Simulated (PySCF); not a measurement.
# Ni, Ni⁺: ionisation energy in 6-31G*

Aim: the ionisation energy of nickel from differences of total energies, at each level of theory, and how far each lands from the tabulated value where there is one.

Program: PySCF 2.14.0. Level of theory: unrestricted determinants in a Gaussian basis, no spin-orbit coupling in the energies. These are calculated values, not measurements, unless marked.

**1. Starting point**

| Item | Value |
| --- | --- |
| Element | nickel (Z = 28) |
| Basis | 6-31G* (5s4p2d1f, 34 functions) |
| Hamiltonian | the non-relativistic Hamiltonian (point nucleus) |
| State 1 | Ni: [Ar] 3d8 4s2, high-spin 3F determinant |
| State 2 | Ni⁺: [Ar] 3d9, 2D determinant |
| Methods | UHF, M06-L, B3LYP, MP2 |
| Core shells frozen in the correlated runs | valence: [Ar] (for Ni) |

The outer shells:

Ni [Ar] 3d8 4s2
```
[Ar] core
3d [↑↓][↑↓][↑↓][↑ ][↑ ]
4s [↑↓]
```

Ni+ [Ar] 3d9
```
[Ar] core
3d [↑↓][↑↓][↑↓][↑↓][↑ ]
```

One driver process ran all states and methods and kept the integrals in memory. Each run is shown as a PySCF script that sums up its settings (the driver passes frozen orbitals as a list and adds second-order terms of double hybrids); the logs are those of the runs themselves. The driver starts from symmetry-adapted Hartree-Fock orbitals, holds the occupation by maximum overlap and uses a logarithmic radial grid for functionals, so a plain start would take other cycles.

It was started by

```
$ OMP_NUM_THREADS=1 python atomrun2.py TASK.json OUT
```

The integrals over 34 functions and the set-up took 0.19 s of CPU time.

**2. Ni, method by method**

Level: UHF.

Contents of input.py:

```python
from pyscf import gto, scf, dft, mp, cc
import basis_set_exchange as bse
mol = gto.M(atom="Ni 0 0 0", charge=0, spin=2, symmetry="D2h",
            basis=gto.basis.parse(bse.get_basis("6-31G*", elements=["Ni"], fmt="nwchem", header=False)))
mf = scf.UHF(mol)
mf.irrep_nelec = {'Ag': (6, 4), 'B1g': (1, 1), 'B2g': (1, 1), 'B3g': (1, 1), 'B1u': (2, 2), 'B2u': (2, 2), 'B3u': (2, 2)}
mf.kernel()
```

Level: M06-L.

input.py differs from the last one in:

```diff
@@ -4,3 +4,3 @@
             basis=gto.basis.parse(bse.get_basis("6-31G*", elements=["Ni"], fmt="nwchem", header=False)))
-mf = scf.UHF(mol)
+mf = dft.UKS(mol, xc="M06L")
 mf.irrep_nelec = {'Ag': (6, 4), 'B1g': (1, 1), 'B2g': (1, 1), 'B3g': (1, 1), 'B1u': (2, 2), 'B2u': (2, 2), 'B3u': (2, 2)}
```

Level: B3LYP.

input.py differs from the last one in:

```diff
@@ -4,3 +4,3 @@
             basis=gto.basis.parse(bse.get_basis("6-31G*", elements=["Ni"], fmt="nwchem", header=False)))
-mf = dft.UKS(mol, xc="M06L")
+mf = dft.UKS(mol, xc="B3LYP")
 mf.irrep_nelec = {'Ag': (6, 4), 'B1g': (1, 1), 'B2g': (1, 1), 'B3g': (1, 1), 'B1u': (2, 2), 'B2u': (2, 2), 'B3u': (2, 2)}
```

Level: MP2 (valence).

```python
from pyscf import gto, scf, dft, mp, cc
import basis_set_exchange as bse
mol = gto.M(atom="Ni 0 0 0", charge=0, spin=2, symmetry="D2h",
            basis=gto.basis.parse(bse.get_basis("6-31G*", elements=["Ni"], fmt="nwchem", header=False)))
mf = scf.UHF(mol)
mf.irrep_nelec = {'Ag': (6, 4), 'B1g': (1, 1), 'B2g': (1, 1), 'B3g': (1, 1), 'B1u': (2, 2), 'B2u': (2, 2), 'B3u': (2, 2)}
mf.kernel()
mp.UMP2(mf, frozen=9).kernel()
```

**3. Ni⁺**

Level: UHF.

Contents of input.py:

```python
from pyscf import gto, scf, dft, mp, cc
import basis_set_exchange as bse
mol = gto.M(atom="Ni 0 0 0", charge=1, spin=1, symmetry="D2h",
            basis=gto.basis.parse(bse.get_basis("6-31G*", elements=["Ni"], fmt="nwchem", header=False)))
mf = scf.UHF(mol)
mf.irrep_nelec = {'Ag': (5, 4), 'B1g': (1, 1), 'B2g': (1, 1), 'B3g': (1, 1), 'B1u': (2, 2), 'B2u': (2, 2), 'B3u': (2, 2)}
mf.kernel()
```

Level: M06-L.

input.py differs from the last one in:

```diff
@@ -4,3 +4,3 @@
             basis=gto.basis.parse(bse.get_basis("6-31G*", elements=["Ni"], fmt="nwchem", header=False)))
-mf = scf.UHF(mol)
+mf = dft.UKS(mol, xc="M06L")
 mf.irrep_nelec = {'Ag': (5, 4), 'B1g': (1, 1), 'B2g': (1, 1), 'B3g': (1, 1), 'B1u': (2, 2), 'B2u': (2, 2), 'B3u': (2, 2)}
```

Level: B3LYP.

input.py differs from the last one in:

```diff
@@ -4,3 +4,3 @@
             basis=gto.basis.parse(bse.get_basis("6-31G*", elements=["Ni"], fmt="nwchem", header=False)))
-mf = dft.UKS(mol, xc="M06L")
+mf = dft.UKS(mol, xc="B3LYP")
 mf.irrep_nelec = {'Ag': (5, 4), 'B1g': (1, 1), 'B2g': (1, 1), 'B3g': (1, 1), 'B1u': (2, 2), 'B2u': (2, 2), 'B3u': (2, 2)}
```

Level: MP2 (valence).

Contents of input.py:

```python
from pyscf import gto, scf, dft, mp, cc
import basis_set_exchange as bse
mol = gto.M(atom="Ni 0 0 0", charge=1, spin=1, symmetry="D2h",
            basis=gto.basis.parse(bse.get_basis("6-31G*", elements=["Ni"], fmt="nwchem", header=False)))
mf = scf.UHF(mol)
mf.irrep_nelec = {'Ag': (5, 4), 'B1g': (1, 1), 'B2g': (1, 1), 'B3g': (1, 1), 'B1u': (2, 2), 'B2u': (2, 2), 'B3u': (2, 2)}
mf.kernel()
mp.UMP2(mf, frozen=9).kernel()
```

Before running it: what results should come out?

As calculated:

```
             quantity                                               value
ionisation energy, Ni  UHF 9.263, MP2 (valence) 8.471 eV; reference 7.640
```

What this shows: The methods span 0.902 eV, from M06-L (8.361) to UHF (9.263). The reference is uncertain or not like for like (spin-orbit coupling or other relativistic terms), so no ranking of close methods is drawn. All values hold for this basis alone; no basis-set limit was taken.
